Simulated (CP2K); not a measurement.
**Two attempts at CH2GaNO (SMILES N#[C][GaH][OH])**

Aim: energy and gradient of CH2GaNO at IPEA1-xTB.

The calculation is run with CP2K 2026.2.

1 further run of the same task is left out (set aside as unsound or not needed).

## Step 1: Starting point

CH2GaNO: 6 atoms, total charge 0, spin state singlet. SMILES: `N#[C][GaH][OH]`. The shape comes from GFN2-xTB, which is rough for such elements, and wasn't checked as a minimum. This is one conformer, not always the lowest.

Bond lengths: N1–C2 1.146 Å, C2–Ga3 1.985 Å, Ga3–O4 1.690 Å, Ga3–H5 1.540 Å, O4–H6 0.951 Å. Angles: N1–C2–Ga3 177.3°, C2–Ga3–O4 112.1°, C2–Ga3–H5 120.9°, O4–Ga3–H5 127.0°, Ga3–O4–H6 156.5°.

## Step 2: First attempt

The input, molecule.xyz:

```xyz
6

N      1.518790    -1.865140     1.378610
C      0.999460    -1.077100     0.727680
Ga     0.178360     0.295220    -0.447630
O     -1.410450     0.651240     0.004930
H      0.970070     0.912550    -1.616000
H     -2.256220     1.083230    -0.047590
```

The input, run.inp:

```
&GLOBAL
  PROJECT_NAME run
  RUN_TYPE SINGLE_POINT
  PRINT_LEVEL MEDIUM
&END GLOBAL

&FORCE_EVAL
  METHOD QS
  &DFT
    CHARGE 0
    MULTIPLICITY 1
    # Quickstep
    &QS
      METHOD XTB
      EPS_DEFAULT 1.0E-10
      &XTB
        GFN_TYPE TBLITE
        &TBLITE
          METHOD IPEA1
        &END TBLITE
        CHECK_ATOMIC_CHARGES F
      &END XTB
    &END QS
    &POISSON
      PERIODIC NONE
      POISSON_SOLVER ANALYTIC
    &END POISSON
    # self-consistent field
    &SCF
      SCF_GUESS ATOMIC
      EPS_SCF 1.0E-07
      MAX_SCF 150
      ADDED_MOS 4
      &DIAGONALIZATION
        ALGORITHM STANDARD
      &END DIAGONALIZATION
      &MIXING
        METHOD DIRECT_P_MIXING
        ALPHA 0.4
      &END MIXING
      &SMEAR ON
        METHOD FERMI_DIRAC
        ELECTRONIC_TEMPERATURE [K] 300
      &END SMEAR
    &END SCF
    &PRINT
      &MOMENTS
        PERIODIC F
        REFERENCE COM
        MAX_MOMENT 1
      &END MOMENTS
      &MO ON
        ENERGIES T
        OCCUPATION_NUMBERS T
        NDIGITS 6
        &EACH
          QS_SCF 0
        &END EACH
        ADD_LAST NUMERIC
      &END MO
      &HIRSHFELD OFF
      &END HIRSHFELD
    &END PRINT
  &END DFT
  &SUBSYS
    # vacuum box
    &CELL
      ABC [angstrom] 11.8 10.9 11
      PERIODIC NONE
    &END CELL
    &TOPOLOGY
      COORD_FILE_NAME molecule.xyz
      COORD_FILE_FORMAT XYZ
      &CENTER_COORDINATES
      &END CENTER_COORDINATES
    &END TOPOLOGY
  &END SUBSYS
  &PRINT
    &FORCES ON
    &END FORCES
  &END PRINT
&END FORCE_EVAL
```

Launch:

```
$ OMP_NUM_THREADS=1 cp2k.psmp -i run.inp -o run.out
```

Log:

```text
*******************************************************************************
 *   ___                                                                       *
 *  /   \                                                                      *
 * [ABORT]                                                                     *
 *  \___/               invalid value for enumeration:SINGLE_POINT             *
 *    |                                                                        *
 *  O/|                                                                        *
 * /| |                                                                        *
 * / \                                     input/input_enumeration_types.F:215 *
 *******************************************************************************

 ===== Routine Calling Stack =====

            4 val_create_parsing
            3 section_vals_parse
            2 section_vals_parse
            1 read_input

Program received signal SIGABRT: Process abort signal.

Backtrace for this error:
#0  0x4bbe5deff957 in ???
#1  0x4bbe7e7b4cac in __pthread_kill_implementation
#2  0x4bbe7e75bfb7 in raise
#3  0x4bbe7e745d37 in abort
#4  0x4bbe5e5d2d83 in ???
#5  0x4bbe5e5d4297 in ???
#6  0x4bbe5e5d4497 in ???
#7  0x4bbe5e73226f in ???
#8  0x4bbe5e74183b in ???
#9  0x4bbe5e74367b in ???
#10  0x4bbe5e7438f7 in ???
#11  0x4bbe5e019807 in ???
#12  0x4bbe5e884e8b in ???
#13  0x4bbe5e889d0b in ???
#14  0x4bbe5dfa0db3 in ???
#15  0x4bbe5df9ef13 in ???
#16  0x4bbe7e746573 in __libc_start_call_main
#17  0x4bbe7e746657 in __libc_start_main_impl
#18  0x4bbe5df9f06f in ???
#19  0xffffffffffffffff in ???
```

Wall time 0.32 s (1 thread of Arm Neoverse N1, shared host); peak memory 0.13 GiB.

## Step 3: Diagnosis

The program refused the input.

The telling line is `\___/               invalid value for enumeration:SINGLE_POINT`. The fault: unknown run type.

## Step 4: The mended input

molecule.xyz is that of step 2.

The input, job.inp:

```
&GLOBAL
  PROJECT job
  RUN_TYPE ENERGY_FORCE
  PRINT_LEVEL MEDIUM
&END GLOBAL

&FORCE_EVAL
  METHOD QS
  &DFT
    CHARGE 0
    MULTIPLICITY 1
    &QS
      METHOD XTB
      EPS_DEFAULT 1.0E-12
      &XTB
        GFN_TYPE TBLITE
        &TBLITE
          METHOD IPEA1
        &END TBLITE
        CHECK_ATOMIC_CHARGES F
      &END XTB
    &END QS
    &POISSON
      PERIODIC NONE
      POISSON_SOLVER ANALYTIC
    &END POISSON
    &SCF
      SCF_GUESS ATOMIC
      EPS_SCF 1.0E-07
      MAX_SCF 150
      ADDED_MOS 4
      &DIAGONALIZATION
        ALGORITHM STANDARD
      &END DIAGONALIZATION
      &MIXING
        METHOD DIRECT_P_MIXING
        ALPHA 0.4
      &END MIXING
      &SMEAR ON
        METHOD FERMI_DIRAC
        ELECTRONIC_TEMPERATURE [K] 300
      &END SMEAR
    &END SCF
    # extra output
    &PRINT
      &MOMENTS
        PERIODIC F
        REFERENCE COM
        MAX_MOMENT 1
      &END MOMENTS
      &MO ON
        ENERGIES T
        OCCUPATION_NUMBERS T
        NDIGITS 6
        &EACH
          QS_SCF 0
        &END EACH
        ADD_LAST NUMERIC
      &END MO
      &HIRSHFELD OFF
      &END HIRSHFELD
    &END PRINT
  &END DFT
  &SUBSYS
    # vacuum box
    &CELL
      ABC [angstrom] 11.8 10.9 11
      PERIODIC NONE
    &END CELL
    &TOPOLOGY
      COORD_FILE_NAME molecule.xyz
      COORD_FILE_FORMAT XYZ
      &CENTER_COORDINATES
      &END CENTER_COORDINATES
    &END TOPOLOGY
  &END SUBSYS
  &PRINT
    &FORCES ON
    &END FORCES
  &END PRINT
&END FORCE_EVAL
```

Launch:

```
$ OMP_NUM_THREADS=1 cp2k.psmp job.inp > job.out
```

Log:

```text
CP2K| version string:                                       CP2K version 2026.2
[...]
 GLOBAL| Method name                                                        CP2K
[...]
 GLOBAL| Run type                                                   ENERGY_FORCE
[...]
                             - Atoms:                                          6
[...]
                             - Spherical basis functions:                     28
[...]
 Number of electrons:                                                         20
[...]
  *** SCF run converged in    25 steps ***
[...]
  Fermi energy:                                                -0.30656673171555
[...]
 TB_DIPOLE| Moment [Debye]         -1.06694660       1.83106146      -1.59347285
 TB_DIPOLE| Derivative [a.u.]       0.00000000       0.00000000       0.00000000
[...]
 ENERGY| Total FORCE_EVAL ( QS ) energy [hartree]            -13.464157718589842
 FORCES| Atomic forces [hartree/bohr]
 FORCES|   Atom     x               y               z               |f|
 FORCES|      1  6.08658760E-03 -7.50704850E-03  5.50883503E-03   1.11242793E-02
 FORCES|      2 -1.03061667E-02  1.11098293E-02 -7.36195956E-03   1.68476653E-02
 FORCES|      3  1.89946216E-02  5.88786376E-04 -1.13035014E-02   2.21113424E-02
 FORCES|      4 -9.78060141E-03 -4.76836108E-03  1.09798849E-02   1.54581792E-02
 FORCES|      5 -4.79869435E-03 -3.35864305E-03  6.66702696E-03   8.87452529E-03
 FORCES|      6 -1.95746794E-04  3.93543698E-03 -4.49028589E-03   5.97399769E-03
 FORCES| Sum     6.79794762E-17 -2.31585584E-16  1.30104261E-17
 FORCES| Total atomic force                                       2.41707185E-16
[...]
```

Run time: 0.44 s. Hardware: 1 thread of Arm Neoverse N1, shared host; peak memory 0.14 GiB.

## Step 5: Results

At IPEA1-xTB:

```
                                 quantity         value
                             total energy  -13.46416 Eh
dipole moment (from atomic charges alone)        2.65 D
                              HOMO energy     -13.14 eV
                              LUMO energy      -7.45 eV
                            HOMO–LUMO gap       5.69 eV
                 largest force on an atom    1.137 eV/Å
```

In words: The dipole comes from point charges on the atoms alone, without atomic dipoles, so it is partial. The largest force is 1.14 eV/Å: the shape isn't a stationary point for this species at this level.
